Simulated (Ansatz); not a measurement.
# AlN: a point defect seen from the nuclei (O on an N site), part 3 of 3

Aim: the field gradients at and around a point defect: O on an N site in AlN, cell charge +1. The cell is a supercell built from a structure deposited in the COD (the entry's cell lengths or inner coordinates differ somewhat from later room-temperature determinations). Planned: a single point, then a relaxation, then a check of n_extra_bands with xc_grid.

Ansatz 0.2.0; DFT, PBE, plane-wave PAW, default files, scalar-relativistic, as far as a step names no other.

**4. Trying other settings (scf.n_extra_bands = 16, basis.xc_grid = 4)**

The COD entry's cell or inner coordinates are ideal or old and differ from later refinements, so a difference from it is no clean test against experiment.

File input.yaml:

```yaml
crystal:
  lattice:
    - [9.339, 0.0, 0.0]
    - [-3.113, 5.391874164, 0.0]
    - [0.0, 0.0, 9.962]
  atoms:
    - { symbol: Al, position: [0.1111111111, 0.3333333334, 0.0] }
    - { symbol: Al, position: [0.1111111111, 0.3333333334, 0.5] }
    - { symbol: Al, position: [0.1111111111, 0.8333333334, 0.0] }
    - { symbol: Al, position: [0.1111111111, 0.8333333334, 0.5] }
    - { symbol: Al, position: [0.4444444444, 0.3333333334, 0.0] }
    - { symbol: Al, position: [0.4444444444, 0.3333333334, 0.5] }
    - { symbol: Al, position: [0.4444444444, 0.8333333334, 0.0] }
    - { symbol: Al, position: [0.4444444444, 0.8333333334, 0.5] }
    - { symbol: Al, position: [0.7777777778, 0.3333333334, 0.0] }
    - { symbol: Al, position: [0.7777777778, 0.3333333334, 0.5] }
    - { symbol: Al, position: [0.7777777778, 0.8333333334, 0.0] }
    - { symbol: Al, position: [0.7777777778, 0.8333333334, 0.5] }
    - { symbol: Al, position: [0.2222222222, 0.1666666666, 0.25] }
    - { symbol: Al, position: [0.2222222222, 0.1666666666, 0.75] }
    - { symbol: Al, position: [0.2222222222, 0.6666666666, 0.25] }
    - { symbol: Al, position: [0.2222222222, 0.6666666666, 0.75] }
    - { symbol: Al, position: [0.5555555556, 0.1666666666, 0.25] }
    - { symbol: Al, position: [0.5555555556, 0.1666666666, 0.75] }
    - { symbol: Al, position: [0.5555555556, 0.6666666666, 0.25] }
    - { symbol: Al, position: [0.5555555556, 0.6666666666, 0.75] }
    - { symbol: Al, position: [0.8888888889, 0.1666666666, 0.25] }
    - { symbol: Al, position: [0.8888888889, 0.1666666666, 0.75] }
    - { symbol: Al, position: [0.8888888889, 0.6666666666, 0.25] }
    - { symbol: Al, position: [0.8888888889, 0.6666666666, 0.75] }
    - { symbol: O, position: [0.1111111111, 0.3333333334, 0.19] }
    - { symbol: "N", position: [0.1111111111, 0.3333333334, 0.69] }
    - { symbol: "N", position: [0.1111111111, 0.8333333334, 0.19] }
    - { symbol: "N", position: [0.1111111111, 0.8333333334, 0.69] }
    - { symbol: "N", position: [0.4444444444, 0.3333333334, 0.19] }
    - { symbol: "N", position: [0.4444444444, 0.3333333334, 0.69] }
    - { symbol: "N", position: [0.4444444444, 0.8333333334, 0.19] }
    - { symbol: "N", position: [0.4444444444, 0.8333333334, 0.69] }
    - { symbol: "N", position: [0.7777777778, 0.3333333334, 0.19] }
    - { symbol: "N", position: [0.7777777778, 0.3333333334, 0.69] }
    - { symbol: "N", position: [0.7777777778, 0.8333333334, 0.19] }
    - { symbol: "N", position: [0.7777777778, 0.8333333334, 0.69] }
    - { symbol: "N", position: [0.2222222222, 0.1666666666, 0.44] }
    - { symbol: "N", position: [0.2222222222, 0.1666666666, 0.94] }
    - { symbol: "N", position: [0.2222222222, 0.6666666666, 0.44] }
    - { symbol: "N", position: [0.2222222222, 0.6666666666, 0.94] }
    - { symbol: "N", position: [0.5555555556, 0.1666666666, 0.44] }
    - { symbol: "N", position: [0.5555555556, 0.1666666666, 0.94] }
    - { symbol: "N", position: [0.5555555556, 0.6666666666, 0.44] }
    - { symbol: "N", position: [0.5555555556, 0.6666666666, 0.94] }
    - { symbol: "N", position: [0.8888888889, 0.1666666666, 0.44] }
    - { symbol: "N", position: [0.8888888889, 0.1666666666, 0.94] }
    - { symbol: "N", position: [0.8888888889, 0.6666666666, 0.44] }
    - { symbol: "N", position: [0.8888888889, 0.6666666666, 0.94] }
total_charge: 1
kpoints:
  mp_grid: { grid: [3, 4, 2] }
scf:
  occupations: { method: fermi_dirac, width: 0.01 }
  n_extra_bands: 16
hamiltonian:
  xc: pbe
  pseudopotentials: { kind: paw }
output:
  forces: true
  stress: true
  populations: true
  efg:
    quadrupole_moments_barn: { Al: 0.1466, O: -0.02558, "N": 0.02044 }
    contact_densities: true
basis:
  xc_grid: 4
```

Run with:

```console
> ansatz run input.yaml --threads 1 --pin off --max-ram 3072MiB --backend cpu --events-out ev --progress --plain --runs-dir out
```

The log of the run:

```text
Warning: RAYON_NUM_THREADS=1 ignored (pool sized by the plan → 1); use --threads N
scf.n_extra_bands = 16 over 96 filled bands (N_el = 192.0): the run solves 112 bands
Engine: ansatz 0.2.0, aarch64-unknown-linux-gnu
Pseudopotentials: kind: paw
Pseudopotential: Al, paw, valence charge 3, recommended cutoff 420 eV (normal), Al.paw.azcp
Pseudopotential: O, paw, valence charge 6, recommended cutoff 420 eV (normal), O.paw.azcp
Pseudopotential: N, paw, valence charge 5, recommended cutoff 420 eV (normal), N.paw.azcp
Functional definition: PBE
  parameter kappa = 0.804
  parameter beta = 0.06672455060314922
  exchange = pbe_x(kappa = kappa, mu = beta*pi^2/3)
  correlation = pbe_c(beta = beta)
Crystal: 48 atoms, lattice volume = 501.634 Å³
Basis set: ecut = 420 eV, 9817 PW (Γ), exchange–correlation on 256×180×288 points (64 copies of the dense FFT grid, shifted against one another)
Bands: 112, of which v1, the nominal top of the filled ones, is band 96 counted from 1 (95 counted from 0)
Symmetry: 1 space group operations
Space group: P1 (ITA 1), of the structure as read, at distance tolerance 7.9e-5 Å
k-points: 14 of 24 (time reversal used)
Non-local potential: Al, projectors of the file, l = 0: 2, l = 1: 2, l = 2: 1
Non-local potential: O, projectors of the file, l = 0: 2, l = 1: 2, l = 2: 1
Non-local potential: N, projectors of the file, l = 0: 2, l = 1: 2, l = 2: 1
PAW form: soft (Blöchl's): semilocal exchange-correlation on the pseudo side does not see the compensation charge
PAW one-centre angular grid: Al, 110 points (default); XC on 64 Gauss nodes
PAW one-centre angular grid: O, 110 points (default); XC on 64 Gauss nodes
PAW one-centre angular grid: N, 110 points (default); XC on 64 Gauss nodes
Initial density: superposition of atomic densities (neutral atoms scaled as one to the charged cell's electrons: chi_scale 0, normalization atom), corrected by the library's trained network
Initial wavefunctions: pseudopotential atomic-orbital guess
Functional: x = pbe(κ = 0.804, μ = 0.2195149727645171), c = pbe(β = 0.06672455060314922)
SCF iter   1: F=—  HF=-22374.114426 eV  |F-HF|=—  |Δ(HF+E_count)|=         —  Δρ=6.82e-3  dr2=2.58e-1  ethr=1.77e-3  ⟨swp⟩=6.4  Hψ=7272  notcnv=0  defer=22
preconditioner: auto → Resta (q_TF=auto, 2.325 Å⁻¹)  ε∞=5.1  [insulator: Δε(μ)=3.731 eV  Ē_g=11.357 eV  σ=0.010 eV  W_gap=1.00  n_scr=96 (ndim 8)  ℏωp=23.0 eV  f_vac=0.000  D(μ)=0.00/eV (n_scr^D=0)  ε∞_Penn≈5.1]
SCF iter   2: F=—  HF=-22374.044153 eV  |F-HF|=—  |Δ(HF+E_count)|=   7.03e-2  Δρ=1.05e-3  dr2=1.16e-2  ethr=1.34e-4  ⟨swp⟩=2.3  Hψ=3238  notcnv=0  defer=141
SCF iter   3: F=—  HF=-22374.043716 eV  |F-HF|=—  |Δ(HF+E_count)|=   4.38e-4  Δρ=5.74e-4  dr2=3.43e-3  ethr=6.06e-6  ⟨swp⟩=2.7  Hψ=2330  notcnv=0  defer=141
SCF iter   4: F=—  HF=-22374.043647 eV  |F-HF|=—  |Δ(HF+E_count)|=   6.84e-5  Δρ=2.74e-4  dr2=3.64e-4  ethr=1.79e-6  ⟨swp⟩=2.2  Hψ=2857  notcnv=0  defer=141
SCF iter   5: F=—  HF=-22374.043589 eV  |F-HF|=—  |Δ(HF+E_count)|=   5.81e-5  Δρ=8.85e-5  dr2=3.78e-5  ethr=1.90e-7  ⟨swp⟩=2.0  Hψ=2600  notcnv=0  defer=141
SCF iter   6: F=—  HF=-22374.043594 eV  |F-HF|=—  |Δ(HF+E_count)|=   5.08e-6  Δρ=1.41e-5  dr2=1.12e-6  ethr=1.97e-8  ⟨swp⟩=2.2  Hψ=2492  notcnv=0  defer=141
SCF iter   7: F=—  HF=-22374.043594 eV  |F-HF|=—  |Δ(HF+E_count)|=   3.65e-7  Δρ=4.78e-6  dr2=1.15e-7  ethr=5.21e-11  ⟨swp⟩=11.6  Hψ=7610  notcnv=0
SCF iter   8: F=-22374.043594 eV  HF=-22374.043594 eV  |F-HF|=7.55e-9  |Δ(HF+E_count)|=   9.90e-9  Δρ=1.83e-6  dr2=1.56e-8  ethr=5.21e-11  ⟨swp⟩=3.9  Hψ=4670  notcnv=0
SCF 1 converged in 8 iterations: F = -22374.043594 eV  dr2 = 1.56e-8
SCF converged after 8 iterations
Free energy (F): -22374.043594 eV
Harris-Foulkes:  -22374.043594 eV  (|F-HF|=7.55e-9)
Internal energy: -22374.043594 eV  (E = F + TS)
E sigma→0 (E₀):  -22374.043594 eV
Fermi energy:    8.961325 eV
--- Per-component energies (eV) ---
[... 15 lines left out ...]
--- Forces (eV/Å), atoms counted from 1 ---
  atom   1  Al    -0.03436699    -0.01758215    -2.17205877
  atom   2  Al    -0.03804906    -0.01903212     0.67216575
  atom   3  Al    -0.16683304    -0.09867900    -0.60411556
  atom   4  Al    -0.24082836    -0.14200736     0.13059216
  atom   5  Al     0.29472963     0.13567507    -0.45914622
  atom   6  Al     0.23681326     0.17832208     0.07728117
[... 42 lines left out ...]
  max |Σ_I F_I| component: 2.06e-5 eV/Å
--- Stress (GPa, compression-positive) ---
        4.722926      -0.043001      -0.004648
       -0.043001       4.762787      -0.002265
       -0.004648      -0.002271       6.125417
  P = ⅓ Tr σ = 5.2037 GPa (52.037 kbar)
--- PAW observables at the nuclei: V_zz in 10²¹ V/m², potentials from the cell's mean, atoms counted from 1 ---
  atom   1  Al V_zz =    +3.611324   η = 0.0090   by run symmetry: allowed   C_q = +12.8013 MHz
            electrostatic potential = -1230.360399 V   contact ρ = 10081.654545 e/Å³
  atom   2  Al V_zz =    +0.050175   η = 0.7003   by run symmetry: allowed   C_q = +0.1779 MHz
            electrostatic potential = -1231.375521 V   contact ρ = 10081.487321 e/Å³
  atom   3  Al V_zz =    +0.507091   η = 0.4106   by run symmetry: allowed   C_q = +1.7975 MHz
            electrostatic potential = -1231.291392 V   contact ρ = 10081.484314 e/Å³
  atom   4  Al V_zz =    -0.142698   η = 0.1772   by run symmetry: allowed   C_q = -0.5058 MHz
            electrostatic potential = -1231.392643 V   contact ρ = 10081.471878 e/Å³
  atom   5  Al V_zz =    +0.423692   η = 0.5220   by run symmetry: allowed   C_q = +1.5019 MHz
            electrostatic potential = -1231.428871 V   contact ρ = 10081.473156 e/Å³
  atom   6  Al V_zz =    -0.207270   η = 0.8342   by run symmetry: allowed   C_q = -0.7347 MHz
            electrostatic potential = -1231.505587 V   contact ρ = 10081.464430 e/Å³
  atom   7  Al V_zz =    +0.420276   η = 0.5673   by run symmetry: allowed   C_q = +1.4898 MHz
            electrostatic potential = -1231.438817 V   contact ρ = 10081.477640 e/Å³
  atom   8  Al V_zz =    -0.215331   η = 0.8219   by run symmetry: allowed   C_q = -0.7633 MHz
            electrostatic potential = -1231.510179 V   contact ρ = 10081.468425 e/Å³
  atom   9  Al V_zz =    +0.412162   η = 0.4330   by run symmetry: allowed   C_q = +1.4610 MHz
            electrostatic potential = -1231.423962 V   contact ρ = 10081.465328 e/Å³
  atom  10  Al V_zz =    -0.183842   η = 0.6139   by run symmetry: allowed   C_q = -0.6517 MHz
            electrostatic potential = -1231.500415 V   contact ρ = 10081.457235 e/Å³
  atom  11  Al V_zz =    +0.405147   η = 0.4593   by run symmetry: allowed   C_q = +1.4362 MHz
            electrostatic potential = -1231.431568 V   contact ρ = 10081.466001 e/Å³
  atom  12  Al V_zz =    -0.185610   η = 0.6165   by run symmetry: allowed   C_q = -0.6579 MHz
            electrostatic potential = -1231.502506 V   contact ρ = 10081.457813 e/Å³
  atom  13  Al V_zz =    +3.118147   η = 0.1094   by run symmetry: allowed   C_q = +11.0531 MHz
            electrostatic potential = -1230.157454 V   contact ρ = 10081.516015 e/Å³
  atom  14  Al V_zz =    +0.644898   η = 0.0859   by run symmetry: allowed   C_q = +2.2860 MHz
            electrostatic potential = -1231.516819 V   contact ρ = 10081.461127 e/Å³
  atom  15  Al V_zz =    +3.128842   η = 0.1201   by run symmetry: allowed   C_q = +11.0910 MHz
            electrostatic potential = -1230.169453 V   contact ρ = 10081.524589 e/Å³
  atom  16  Al V_zz =    +0.641725   η = 0.0853   by run symmetry: allowed   C_q = +2.2748 MHz
            electrostatic potential = -1231.517593 V   contact ρ = 10081.461190 e/Å³
  atom  17  Al V_zz =    +0.107684   η = 0.6168   by run symmetry: allowed   C_q = +0.3817 MHz
            electrostatic potential = -1231.204103 V   contact ρ = 10081.373822 e/Å³
  atom  18  Al V_zz =    +0.351613   η = 0.0571   by run symmetry: allowed   C_q = +1.2464 MHz
            electrostatic potential = -1231.650345 V   contact ρ = 10081.461233 e/Å³
  atom  19  Al V_zz =    +0.127693   η = 0.1051   by run symmetry: allowed   C_q = +0.4526 MHz
            electrostatic potential = -1231.278944 V   contact ρ = 10081.426155 e/Å³
  atom  20  Al V_zz =    +0.339484   η = 0.0675   by run symmetry: allowed   C_q = +1.2034 MHz
            electrostatic potential = -1231.651066 V   contact ρ = 10081.459080 e/Å³
  atom  21  Al V_zz =    +3.243203   η = 0.0648   by run symmetry: allowed   C_q = +11.4964 MHz
            electrostatic potential = -1230.290096 V   contact ρ = 10081.581107 e/Å³
  atom  22  Al V_zz =    +0.621907   η = 0.1080   by run symmetry: allowed   C_q = +2.2045 MHz
            electrostatic potential = -1231.549703 V   contact ρ = 10081.460391 e/Å³
  atom  23  Al V_zz =    +0.138739   η = 0.3758   by run symmetry: allowed   C_q = +0.4918 MHz
            electrostatic potential = -1231.248236 V   contact ρ = 10081.461407 e/Å³
  atom  24  Al V_zz =    +0.354959   η = 0.2200   by run symmetry: allowed   C_q = +1.2582 MHz
            electrostatic potential = -1231.623830 V   contact ρ = 10081.460684 e/Å³
  atom  25  O  V_zz =    -0.473428   η = 0.7610   by run symmetry: allowed   C_q = +0.2928 MHz
            electrostatic potential = -621.372179 V   contact ρ = 2155.065987 e/Å³
  atom  26  N  V_zz =    +0.165119   η = 0.3045   by run symmetry: allowed   C_q = +0.0816 MHz
            electrostatic potential = -516.902680 V   contact ρ = 1412.625231 e/Å³
  atom  27  N  V_zz =    +1.562274   η = 0.1262   by run symmetry: allowed   C_q = +0.7721 MHz
            electrostatic potential = -516.207313 V   contact ρ = 1412.703730 e/Å³
  atom  28  N  V_zz =    +0.204165   η = 0.3802   by run symmetry: allowed   C_q = +0.1009 MHz
            electrostatic potential = -516.888951 V   contact ρ = 1412.634017 e/Å³
  atom  29  N  V_zz =    +0.961935   η = 0.4081   by run symmetry: allowed   C_q = +0.4754 MHz
            electrostatic potential = -516.466788 V   contact ρ = 1412.694816 e/Å³
  atom  30  N  V_zz =    -0.119995   η = 0.9523   by run symmetry: allowed   C_q = -0.0593 MHz
            electrostatic potential = -516.963976 V   contact ρ = 1412.633864 e/Å³
  atom  31  N  V_zz =    +0.927582   η = 0.3845   by run symmetry: allowed   C_q = +0.4584 MHz
            electrostatic potential = -516.491081 V   contact ρ = 1412.699207 e/Å³
  atom  32  N  V_zz =    -0.121373   η = 0.9493   by run symmetry: allowed   C_q = -0.0600 MHz
            electrostatic potential = -516.963746 V   contact ρ = 1412.635305 e/Å³
  atom  33  N  V_zz =    +0.969369   η = 0.3993   by run symmetry: allowed   C_q = +0.4791 MHz
            electrostatic potential = -516.466567 V   contact ρ = 1412.692624 e/Å³
  atom  34  N  V_zz =    +0.112548   η = 0.6485   by run symmetry: allowed   C_q = +0.0556 MHz
            electrostatic potential = -516.964591 V   contact ρ = 1412.631728 e/Å³
  atom  35  N  V_zz =    +0.930587   η = 0.3825   by run symmetry: allowed   C_q = +0.4599 MHz
            electrostatic potential = -516.491015 V   contact ρ = 1412.696168 e/Å³
  atom  36  N  V_zz =    +0.111151   η = 0.6439   by run symmetry: allowed   C_q = +0.0549 MHz
            electrostatic potential = -516.964341 V   contact ρ = 1412.632697 e/Å³
  atom  37  N  V_zz =    +0.938762   η = 0.1457   by run symmetry: allowed   C_q = +0.4640 MHz
            electrostatic potential = -516.528942 V   contact ρ = 1412.712664 e/Å³
  atom  38  N  V_zz =    +0.914567   η = 0.1463   by run symmetry: allowed   C_q = +0.4520 MHz
            electrostatic potential = -516.524397 V   contact ρ = 1412.723741 e/Å³
  atom  39  N  V_zz =    +0.941377   η = 0.1560   by run symmetry: allowed   C_q = +0.4653 MHz
            electrostatic potential = -516.532405 V   contact ρ = 1412.713268 e/Å³
  atom  40  N  V_zz =    +0.916845   η = 0.1568   by run symmetry: allowed   C_q = +0.4531 MHz
            electrostatic potential = -516.527918 V   contact ρ = 1412.724223 e/Å³
  atom  41  N  V_zz =    +0.106196   η = 0.4323   by run symmetry: allowed   C_q = +0.0525 MHz
            electrostatic potential = -516.856896 V   contact ρ = 1412.630236 e/Å³
  atom  42  N  V_zz =    +0.096369   η = 0.3408   by run symmetry: allowed   C_q = +0.0476 MHz
            electrostatic potential = -516.854463 V   contact ρ = 1412.636656 e/Å³
  atom  43  N  V_zz =    +0.096898   η = 0.3272   by run symmetry: allowed   C_q = +0.0479 MHz
            electrostatic potential = -516.867084 V   contact ρ = 1412.632143 e/Å³
  atom  44  N  V_zz =    +0.107912   η = 0.1466   by run symmetry: allowed   C_q = +0.0533 MHz
            electrostatic potential = -516.864277 V   contact ρ = 1412.640133 e/Å³
  atom  45  N  V_zz =    +0.930678   η = 0.0095   by run symmetry: allowed   C_q = +0.4600 MHz
            electrostatic potential = -516.580405 V   contact ρ = 1412.717398 e/Å³
  atom  46  N  V_zz =    +0.915898   η = 0.0843   by run symmetry: allowed   C_q = +0.4527 MHz
            electrostatic potential = -516.577266 V   contact ρ = 1412.727054 e/Å³
  atom  47  N  V_zz =    -0.045904   η = 0.3136   by run symmetry: allowed   C_q = -0.0227 MHz
            electrostatic potential = -516.825901 V   contact ρ = 1412.635936 e/Å³
  atom  48  N  V_zz =    -0.076973   η = 0.1306   by run symmetry: allowed   C_q = -0.0380 MHz
            electrostatic potential = -516.822595 V   contact ρ = 1412.646324 e/Å³
--- Band table (eV; the first three rows and the last of 14) ---
[... 4 lines left out ...]
--- Löwdin populations: 48 sites ---
  site symbol       q [e]
[... 48 lines left out ...]
  spilling = 0.007864 (of n_electrons = 192.000000)
```

Wall time 2.6 min (1 thread of Arm Neoverse V1, shared host); peak memory 1.4 GiB.

State: gap on the mesh 3.63 eV, largest force 2.172 eV/Å, pressure 5.2 GPa.

Against step 2 (V_zz in 10²¹ V/m²; 12 of 46 rows, with the four largest changes of size):

```csv
site,atoms,"V_zz, PBE","V_zz, new settings","η, PBE","η, new settings"
O,25,-0.47,-0.47,0.76,0.76
Al1,1,3.61,3.61,0.01,0.01
Al21,21,3.24,3.24,0.06,0.06
Al15,15,3.13,3.13,0.12,0.12
Al13,13,3.12,3.12,0.11,0.11
N45,45,0.93,0.93,0.01,0.01
N46,46,0.92,0.92,0.08,0.08
N39,39,0.94,0.94,0.16,0.16
N40,40,0.92,0.92,0.16,0.16
Al5,5,0.42,0.42,0.52,0.52
Al9,9,0.41,0.41,0.43,0.43
Al7,7,0.42,0.42,0.57,0.57
```

The sizes of the gradients above 0.15 moved by less than 0.1 % at any site. The free energy stayed within 0.1 meV/atom.

**5. Spectra that follow from step 3**

²⁷Al (I = 5/2, Q = 146.6 mb) in zero field: pure quadrupole lines, for atoms at rest. Strengths are squared matrix elements for a powder, against the strongest line of the same site.

```csv
site,count,line (MHz),strength
Al15,1,2.13,1.00
Al15,1,4.12,0.64
Al13,1,2.12,1.00
Al13,1,4.11,0.64
Al21,1,2.24,1.00
Al21,1,4.37,0.64
Al1,1,2.67,1.00
Al1,1,5.34,0.63
Al18,1,0.329,1.00
Al18,1,0.653,0.63
```

**6. Summary of results**

The summary covers parts 1 to 3.

| quantity | value |
| --- | --- |
| state (step 3) | gap on the mesh 3.92 eV, largest force 0.008 eV/Å, pressure 5.3 GPa |
| V_zz by site, step 3 (10²¹ V/m²) | O -0.53, Al15 3.89, Al13 3.88, Al21 4.13, Al1 5.02, N40 0.40, N38 0.41, N46 0.38, … |
| largest C_Q in size, step 3 | 17.8 MHz, ²⁷Al at Al1 |
| step 3 (ions relaxed) against step 2 | 56 % in the median, over a factor of two at the site that moves most (small gradients counted from 0.15; Al4, -0.14 to -0.34), with a change of sign at Al23 |
| step 4 (scf.n_extra_bands = 16, basis.xc_grid = 4) against step 2, before relaxation | less than 0.1 % at any site |

What this shows: The largest gradient sits at Al1 (3 N at 1.86 Å, 1 O at 1.98 Å; also 1 N at 2.97 Å). The runs allow no spin. Moves of at most 0.09 Å on relaxation changed gradients by over a factor of two in size (gradients over 0.15 counted), so small moves matter. The ²⁷Al zero-field lines reach up to 5.34 MHz, for nuclei at rest; thermal motion mostly lowers such lines a little. The defect repeats with the cell of 48 atoms, so it feels its images: sites between two images don't show the values beside a lone defect, and zeros or small values of η there can come from the images' arrangement. Al and N carry a gradient in the pure host already, so the values there aren't the defect's effect alone. A uniform background compensates the cell's charge. The cell keeps the host's lattice, where the PBE pressure is 5 GPa (in a charged cell this depends on the convention for the mean potential).

These are semilocal Kohn-Sham gaps, which aren't the measured quantity. Such gaps usually fall short of the measured ones.
